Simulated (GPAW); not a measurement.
Runs of GPAW 26.7.0 on NaTb2Sc2FeO9. The typed cell holds 15 atoms: a = 5.426 Å, b = 5.433 Å, c = 7.038 Å, α = 89.91°, β = 89.97°, γ = 60.99°. The cell was built by a generator and needn't be a form met in nature.

```csv
task,level,potentials or basis,U,k mesh,band path,band points,gap on the mesh (eV),pressure (GPa),moment (μB),largest force (eV/Å)
band structure,LDA,"the program's PAW data sets (release 1.2.1) made for this functional, pw",-,4 × 4 × 3,"XGY,LGZ,NGM,RG",80,(a),-11.0,15.00,0.66
single point,PBE,"GPAW PAW data sets (gpaw-data 1.2.1), pw",-,6 × 6 × 4,-,-,0.06,0.5,15.00,0.91
band structure,PBE+U,"GPAW PAW data sets (gpaw-data 1.2.1), pw",Fe d U = 4 eV,4 × 4 × 3,"XGY,LGZ,NGM,RG",80,-,(b),16.40,2.31
band structure,PBE,"GPAW PAW data sets (gpaw-data 1.2.1), pw",-,4 × 4 × 3,"XGY,LGZ,NGM,RG",80,(c),0.5,15.00,0.91
```

Alike in all rows: spin collinear, ferromagnetic start; cell as given; cutoff (eV) 800; smearing fermi-dirac 0.05 eV.

Problem. Fill in the values left out.

Solution. (a) 0.04; (b) 3.8; (c) 0.07.

Caveats: one-centre terms of the f shell are cut off; the magnetic or orbital state may not be the lowest; spin-orbit coupling is left out, which moves the levels of the heavy elements; a cell with one magnetic atom can't hold antiferromagnetic order, which such compounds often take; without U or exact exchange the open f shell lies at the Fermi level, which spoils levels, moments and volumes (some runs); forces of over 1 eV/Å show positions far from the minimum, so gaps and moduli don't describe the material at rest (some runs).

A k mesh can miss the band edges, and the runs leave out spin-orbit coupling on Tb.

Not every run made on this cell is shown here.
